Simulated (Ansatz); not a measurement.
# TiCl4: geometry at several levels

Aim: geometry at several levels, for TiCl4, with the cost of each level.

Method: the levels named in each step, in Ansatz 0.2.0.

## (1) Starting point

Bond lengths: Cl1–Ti2 2.111 Å, Ti2–Cl3 2.111 Å, Ti2–Cl4 2.111 Å, Ti2–Cl5 2.111 Å. Angles: Cl1–Ti2–Cl3 109.5°, Cl1–Ti2–Cl4 109.5°, Cl1–Ti2–Cl5 109.5°, Cl3–Ti2–Cl4 109.5°, Cl3–Ti2–Cl5 109.5°, Cl4–Ti2–Cl5 109.5°.

As a file:

```xyz
5

Cl    1.8265   -0.7774    0.7187
Ti   -0.0002    0.0003    0.0002
Cl   -1.0201   -1.4929   -1.0898
Cl   -1.1905    0.6197    1.6295
Cl    0.3840    1.6510   -1.2584
```

## (2) A rough first relaxation, PBE-D4/def2-SVP

This run stands in another session on the same molecule. It ended at:

```xyz
5

Cl    1.8798   -0.7999    0.7396
Ti   -0.0001    0.0001    0.0001
Cl   -1.0500   -1.5364   -1.1213
Cl   -1.2256    0.6377    1.6772
Cl    0.3955    1.6993   -1.2951
```

## (3) Relaxation, HF/STO-3G

File input.yaml:

```yaml
crystal:
  periodic: [false, false, false]
  atoms:
    - { symbol: Cl, position_ang: [1.87979953, -0.79993059, 0.73955404] }
    - { symbol: Ti, position_ang: [-7.339e-05, 0.00014738, 6.226e-05] }
    - { symbol: Cl, position_ang: [-1.05000367, -1.53640213, -1.1213461] }
    - { symbol: Cl, position_ang: [-1.22555769, 0.63768232, 1.67715344] }
    - { symbol: Cl, position_ang: [0.39546523, 1.69925302, -1.29511364] }
basis:
  gaussian: { orbitals: STO-3G }
hamiltonian:
  xc: hf
relax:
  f_tol: 0.002
  max_steps: 150
```

On the command line:

```sh
$ ansatz run input.yaml --threads 4 --pin off --max-ram 10240MiB --backend cpu --events-out ev --progress --plain --runs-dir out
```

Log, cut to the lines that bear on the results:

```text
Warning: RAYON_NUM_THREADS=4 ignored (pool sized by the plan → 4); use --threads N
[...]
Functional definition: HF
[...]
703 factors; integrals over basis functions are off by at most 5.6e-5 eV
[...]
mean field -72342.99808031 eV, -2658.5561436060 hartree, gradient 1.2e-5 eV, S^2 0.000000; 0 other end points of the search recorded, 0 dependent functions left out
[...]
reference -72342.99808031 eV, -2658.5561436060 hartree; 45, 45 occupied and 9, 9 virtual orbitals, 703 factors
relax step   1: F+E_penalty+E_count = -72342.99808031 eV  Δ(F+E_penalty+E_count) = +0.000e0 eV  max|allowed force component| = 1.425e-1 eV/Å  Δτ_max = 0.0000 Å  (27 SCF iters, accepted)
[...]
relax step   2: F+E_penalty+E_count = -72342.99951801 eV  Δ(F+E_penalty+E_count) = -1.438e-3 eV  max|allowed force component| = 7.341e-2 eV/Å  Δτ_max = 0.0089 Å  (22 SCF iters, accepted)
[...]
relax step   3: F+E_penalty+E_count = -72343.00002260 eV  Δ(F+E_penalty+E_count) = -5.046e-4 eV  max|allowed force component| = 3.024e-4 eV/Å  Δτ_max = 0.0030 Å  (23 SCF iters, accepted)
703 factors; integrals over basis functions are off by at most 5.7e-5 eV
[...]
mean field -72343.00002260 eV, -2658.5562149841 hartree, gradient 2.3e-5 eV, S^2 0.000000; 1 other end points of the search recorded, 0 dependent functions left out
[...]
reference -72343.00002260 eV, -2658.5562149841 hartree; 45, 45 occupied and 9, 9 virtual orbitals, 703 factors
Total energy: -72343.00002260 eV, -2658.5562149841 hartree
Atom 0 at     1.874725    -0.797773     0.737557 Å, force    -0.000302     0.000129    -0.000119 eV/Å
Atom 1 at    -0.000074     0.000150     0.000063 Å, force     0.000000    -0.000001    -0.000000 eV/Å
Atom 2 at    -1.047168    -1.532256    -1.118319 Å, force     0.000169     0.000247     0.000180 eV/Å
Atom 3 at    -1.222251     0.635961     1.672629 Å, force     0.000197    -0.000102    -0.000270 eV/Å
Atom 4 at     0.394399     1.694668    -1.291621 Å, force    -0.000064    -0.000273     0.000209 eV/Å
Dipole moment:    -0.000000     0.000000     0.000000 e Å
```

Wall time 3.9 s (4 threads of AMD EPYC (Zen 3), shared host); peak memory 0.14 GiB.

Step by step:

```csv
step,E - E(step 1) (eV),largest force component (eV/Å)
1,0.0000,0.1425
2,-0.0014,0.0734
3,-0.0019,0.0003
```

Step 1 is the start.

Before: Bond lengths: Cl1–Ti2 2.173 Å, Ti2–Cl3 2.173 Å, Ti2–Cl4 2.173 Å, Ti2–Cl5 2.173 Å. Angles: Cl1–Ti2–Cl3 109.5°, Cl1–Ti2–Cl4 109.5°, Cl1–Ti2–Cl5 109.5°, Cl3–Ti2–Cl4 109.5°, Cl3–Ti2–Cl5 109.5°, Cl4–Ti2–Cl5 109.5°.

After: Bond lengths: Cl1–Ti2 2.167 Å, Ti2–Cl3 2.167 Å, Ti2–Cl4 2.167 Å, Ti2–Cl5 2.167 Å. Angles: Cl1–Ti2–Cl3 109.5°, Cl1–Ti2–Cl4 109.5°, Cl1–Ti2–Cl5 109.5°, Cl3–Ti2–Cl4 109.5°, Cl3–Ti2–Cl5 109.5°, Cl4–Ti2–Cl5 109.5°.

## (4) Relaxation, HF/def2-SVP

input.yaml, as its differences from that of step 3:

```diff
@@ -9,3 +9,3 @@
 basis:
-  gaussian: { orbitals: STO-3G }
+  gaussian: { orbitals: def2-SVP }
 hamiltonian:
```

On the command line:

```sh
$ ansatz run input.yaml --threads 4 --pin off --max-ram 10240MiB --backend cpu --events-out ev --progress --plain --runs-dir out
```

Log, cut to the lines that bear on the results:

```text
Warning: RAYON_NUM_THREADS=4 ignored (pool sized by the plan → 4); use --threads N
[...]
[... 1 set-up line as earlier in the session ...]
[...]
1084 factors; integrals over basis functions are off by at most 1.1e-4 eV
[...]
mean field -73088.39615616 eV, -2685.9490176445 hartree, gradient 2.2e-5 eV, S^2 0.000000; 0 other end points of the search recorded, 0 dependent functions left out
[...]
reference -73088.39615616 eV, -2685.9490176445 hartree; 45, 45 occupied and 58, 58 virtual orbitals, 1084 factors
relax step   1: F+E_penalty+E_count = -73088.39615616 eV  Δ(F+E_penalty+E_count) = +0.000e0 eV  max|allowed force component| = 8.364e-2 eV/Å  Δτ_max = 0.0000 Å  (39 SCF iters, accepted)
[...]
relax step   2: F+E_penalty+E_count = -73088.39702543 eV  Δ(F+E_penalty+E_count) = -8.693e-4 eV  max|allowed force component| = 1.163e-2 eV/Å  Δτ_max = 0.0052 Å  (42 SCF iters, accepted)
[...]
relax step   3: F+E_penalty+E_count = -73088.39704232 eV  Δ(F+E_penalty+E_count) = -1.689e-5 eV  max|allowed force component| = 6.238e-5 eV/Å  Δτ_max = 0.0006 Å  (42 SCF iters, accepted)
1084 factors; integrals over basis functions are off by at most 1.1e-4 eV
mean field -73088.39704232 eV, -2685.9490502104 hartree, gradient 1.1e-5 eV, S^2 0.000000; 1 other end points of the search recorded, 0 dependent functions left out
[...]
reference -73088.39704232 eV, -2685.9490502104 hartree; 45, 45 occupied and 58, 58 virtual orbitals, 1084 factors
Total energy: -73088.39704232 eV, -2685.9490502104 hartree
Atom 0 at     1.875848    -0.798251     0.737999 Å, force    -0.000062     0.000027    -0.000025 eV/Å
Atom 1 at    -0.000074     0.000150     0.000063 Å, force     0.000000    -0.000001    -0.000000 eV/Å
Atom 2 at    -1.047795    -1.533174    -1.118989 Å, force     0.000035     0.000051     0.000037 eV/Å
Atom 3 at    -1.222984     0.636341     1.673631 Å, force     0.000040    -0.000021    -0.000055 eV/Å
Atom 4 at     0.394635     1.695683    -1.292394 Å, force    -0.000013    -0.000056     0.000043 eV/Å
Dipole moment:    -0.000000     0.000000     0.000000 e Å
```

It took 8.5 s on 4 threads of AMD EPYC (Zen 3), shared host; peak memory 0.26 GiB.

Relaxation path:

| step | energy from step 1 (eV) | largest force component (eV/Å) |
| --- | --- | --- |
| 1 | 0.0000 | 0.0836 |
| 2 | -0.0009 | 0.0116 |
| 3 | -0.0009 | 0.0001 |

Step 1 is the start.

Before: Bond lengths: Cl1–Ti2 2.173 Å, Ti2–Cl3 2.173 Å, Ti2–Cl4 2.173 Å, Ti2–Cl5 2.173 Å. Angles: Cl1–Ti2–Cl3 109.5°, Cl1–Ti2–Cl4 109.5°, Cl1–Ti2–Cl5 109.5°, Cl3–Ti2–Cl4 109.5°, Cl3–Ti2–Cl5 109.5°, Cl4–Ti2–Cl5 109.5°.

After: Bond lengths: Cl1–Ti2 2.168 Å, Ti2–Cl3 2.168 Å, Ti2–Cl4 2.168 Å, Ti2–Cl5 2.168 Å. Angles: Cl1–Ti2–Cl3 109.5°, Cl1–Ti2–Cl4 109.5°, Cl1–Ti2–Cl5 109.5°, Cl3–Ti2–Cl4 109.5°, Cl3–Ti2–Cl5 109.5°, Cl4–Ti2–Cl5 109.5°.

## (5) Relaxation, LDA/def2-SVP

input.yaml, as its differences from that of step 4:

```diff
@@ -11,3 +11,3 @@
 hamiltonian:
-  xc: hf
+  xc: lda
 relax:
```

On the command line:

```sh
$ ansatz run input.yaml --threads 4 --pin off --max-ram 10240MiB --backend cpu --events-out ev --progress --plain --runs-dir out
```

Log, cut to the lines that bear on the results:

```text
Warning: RAYON_NUM_THREADS=4 ignored (pool sized by the plan → 4); use --threads N
[...]
Functional definition: SPW92
[...]
1160 factors; their error is unknown
[...]
mean field -72978.05877096 eV, -2681.8941935281 hartree, gradient 3.4e-5 eV, S^2 0.000000; 0 other end points of the search recorded, 0 dependent functions left out
[...]
reference -72978.05886954 eV, -2681.8941971507 hartree; 45, 45 occupied and 58, 58 virtual orbitals, 1160 factors
relax step   1: F+E_penalty+E_count = -72978.05877096 eV  Δ(F+E_penalty+E_count) = +0.000e0 eV  max|allowed force component| = 5.115e-1 eV/Å  Δτ_max = 0.0000 Å  (34 SCF iters, accepted)
[...]
relax step   2: F+E_penalty+E_count = -72978.09773911 eV  Δ(F+E_penalty+E_count) = -3.897e-2 eV  max|allowed force component| = 6.683e-3 eV/Å  Δτ_max = 0.0318 Å  (24 SCF iters, accepted)
[...]
relax step   3: F+E_penalty+E_count = -72978.09774515 eV  Δ(F+E_penalty+E_count) = -6.032e-6 eV  max|allowed force component| = 3.467e-4 eV/Å  Δτ_max = 0.0004 Å  (18 SCF iters, accepted)
1160 factors; their error is unknown
mean field -72978.09774515 eV, -2681.8956258028 hartree, gradient 1.7e-5 eV, S^2 0.000000; 1 other end points of the search recorded, 0 dependent functions left out
[...]
reference -72978.09784381 eV, -2681.8956294285 hartree; 45, 45 occupied and 58, 58 virtual orbitals, 1160 factors
Total energy: -72978.09784381 eV, -2681.8956294285 hartree
Atom 0 at     1.851942    -0.788076     0.728595 Å, force     0.000347    -0.000148     0.000136 eV/Å
Atom 1 at    -0.000074     0.000150     0.000063 Å, force    -0.000000     0.000000     0.000000 eV/Å
Atom 2 at    -1.034444    -1.513633    -1.104728 Å, force    -0.000193    -0.000284    -0.000207 eV/Å
Atom 3 at    -1.207399     0.628234     1.652304 Å, force    -0.000226     0.000117     0.000310 eV/Å
Atom 4 at     0.389605     1.674075    -1.275923 Å, force     0.000073     0.000314    -0.000239 eV/Å
Dipole moment:    -0.000000     0.000001     0.000000 e Å
```

Wall time 4.6 s (4 threads of AMD EPYC (Zen 3), shared host); peak memory 0.18 GiB.

Step by step:

| step | E - E(step 1) (eV) | largest force component (eV/Å) |
| --- | --- | --- |
| 1 | 0.0000 | 0.5115 |
| 2 | -0.0390 | 0.0067 |
| 3 | -0.0390 | 0.0003 |

Step 1 is the start.

Before: Bond lengths: Cl1–Ti2 2.173 Å, Ti2–Cl3 2.173 Å, Ti2–Cl4 2.173 Å, Ti2–Cl5 2.173 Å. Angles: Cl1–Ti2–Cl3 109.5°, Cl1–Ti2–Cl4 109.5°, Cl1–Ti2–Cl5 109.5°, Cl3–Ti2–Cl4 109.5°, Cl3–Ti2–Cl5 109.5°, Cl4–Ti2–Cl5 109.5°.

After: Bond lengths: Cl1–Ti2 2.141 Å, Ti2–Cl3 2.141 Å, Ti2–Cl4 2.141 Å, Ti2–Cl5 2.141 Å. Angles: Cl1–Ti2–Cl3 109.5°, Cl1–Ti2–Cl4 109.5°, Cl1–Ti2–Cl5 109.5°, Cl3–Ti2–Cl4 109.5°, Cl3–Ti2–Cl5 109.5°, Cl4–Ti2–Cl5 109.5°.

## (6) Relaxation, PBE-D4/def2-SVP

input.yaml, as its differences from that of step 5:

```diff
@@ -11,3 +11,4 @@
 hamiltonian:
-  xc: lda
+  xc: pbe
+  dispersion: d4
 relax:
```

On the command line:

```sh
$ ansatz run input.yaml --threads 4 --pin off --max-ram 10240MiB --backend cpu --events-out ev --progress --plain --runs-dir out
```

Log, cut to the lines that bear on the results:

```text
Warning: RAYON_NUM_THREADS=4 ignored (pool sized by the plan → 4); use --threads N
[...]
Functional definition: PBE
[...]
1160 factors; their error is unknown
[...]
mean field -73168.62352666 eV, -2688.8973191303 hartree, gradient 1.6e-5 eV, S^2 0.000000; 0 other end points of the search recorded, 0 dependent functions left out
[...]
reference -73168.62363084 eV, -2688.8973229591 hartree; 45, 45 occupied and 58, 58 virtual orbitals, 1160 factors
relax step   1: F+E_penalty+E_count = -73168.86266267 eV  Δ(F+E_penalty+E_count) = +0.000e0 eV  max|allowed force component| = 3.908e-3 eV/Å  Δτ_max = 0.0000 Å  (26 SCF iters, accepted)
[...]
relax step   2: F+E_penalty+E_count = -73168.86266495 eV  Δ(F+E_penalty+E_count) = -2.277e-6 eV  max|allowed force component| = 1.500e-4 eV/Å  Δτ_max = 0.0002 Å  (18 SCF iters, accepted)
1160 factors; their error is unknown
[...]
mean field -73168.62349230 eV, -2688.8973178678 hartree, gradient 9.3e-6 eV, S^2 0.000000; 1 other end points of the search recorded, 0 dependent functions left out
[...]
reference -73168.62359649 eV, -2688.8973216966 hartree; 45, 45 occupied and 58, 58 virtual orbitals, 1160 factors
Total energy: -73168.86276914 eV, -2688.9061111294 hartree
Atom 0 at     1.879588    -0.799842     0.739470 Å, force    -0.000150     0.000063    -0.000059 eV/Å
Atom 1 at    -0.000074     0.000149     0.000063 Å, force    -0.000001     0.000002     0.000000 eV/Å
Atom 2 at    -1.049885    -1.536231    -1.121220 Å, force     0.000085     0.000122     0.000090 eV/Å
Atom 3 at    -1.225421     0.637610     1.676967 Å, force     0.000097    -0.000052    -0.000132 eV/Å
Atom 4 at     0.395422     1.699063    -1.294970 Å, force    -0.000031    -0.000135     0.000102 eV/Å
Dipole moment:    -0.000000     0.000000     0.000000 e Å
```

It took 4.9 s on 4 threads of AMD EPYC (Zen 3), shared host; peak memory 0.19 GiB.

The steps of the relaxation:

| step | energy from step 1 (eV) | largest force component (eV/Å) |
| --- | --- | --- |
| 1 | 0.0000 | 0.0039 |
| 2 | 0.0000 | 0.0001 |

Step 1 is the start.

Before: Bond lengths: Cl1–Ti2 2.173 Å, Ti2–Cl3 2.173 Å, Ti2–Cl4 2.173 Å, Ti2–Cl5 2.173 Å. Angles: Cl1–Ti2–Cl3 109.5°, Cl1–Ti2–Cl4 109.5°, Cl1–Ti2–Cl5 109.5°, Cl3–Ti2–Cl4 109.5°, Cl3–Ti2–Cl5 109.5°, Cl4–Ti2–Cl5 109.5°.

After: Bond lengths: Cl1–Ti2 2.173 Å, Ti2–Cl3 2.173 Å, Ti2–Cl4 2.173 Å, Ti2–Cl5 2.173 Å. Angles: Cl1–Ti2–Cl3 109.5°, Cl1–Ti2–Cl4 109.5°, Cl1–Ti2–Cl5 109.5°, Cl3–Ti2–Cl4 109.5°, Cl3–Ti2–Cl5 109.5°, Cl4–Ti2–Cl5 109.5°.

## (7) The levels compared

```tsv
level	Cl1–Ti2 (Å)	Ti2–Cl3 (Å)	Ti2–Cl4 (Å)	rotational constants (MHz)	dipole (D)	CPU time
HF/STO-3G	2.1669	2.1669	2.1669	1154.2, 1154.2, 1154.2	0.00	12 s
HF/def2-SVP	2.1682	2.1682	2.1682	1152.8, 1152.8, 1152.8	0.00	28 s
LDA/def2-SVP	2.1406	2.1406	2.1406	1182.8, 1182.8, 1182.8	0.00	14 s
PBE-D4/def2-SVP	2.1725	2.1725	2.1725	1148.3, 1148.3, 1148.3	0.00	16 s
```

Constants are for the commonest isotopes at the equilibrium geometry; times are CPU times of the relaxations.

## (8) What came out

| quantity | value |
| --- | --- |
| Cl1–Ti2 at PBE-D4/def2-SVP | 2.173 Å |
| Ti2–Cl3 at PBE-D4/def2-SVP | 2.173 Å |
| Ti2–Cl4 at PBE-D4/def2-SVP | 2.173 Å |

What this shows: The Cl–Ti distance spreads over 0.032 Å, from LDA/def2-SVP (shortest) to PBE-D4/def2-SVP.
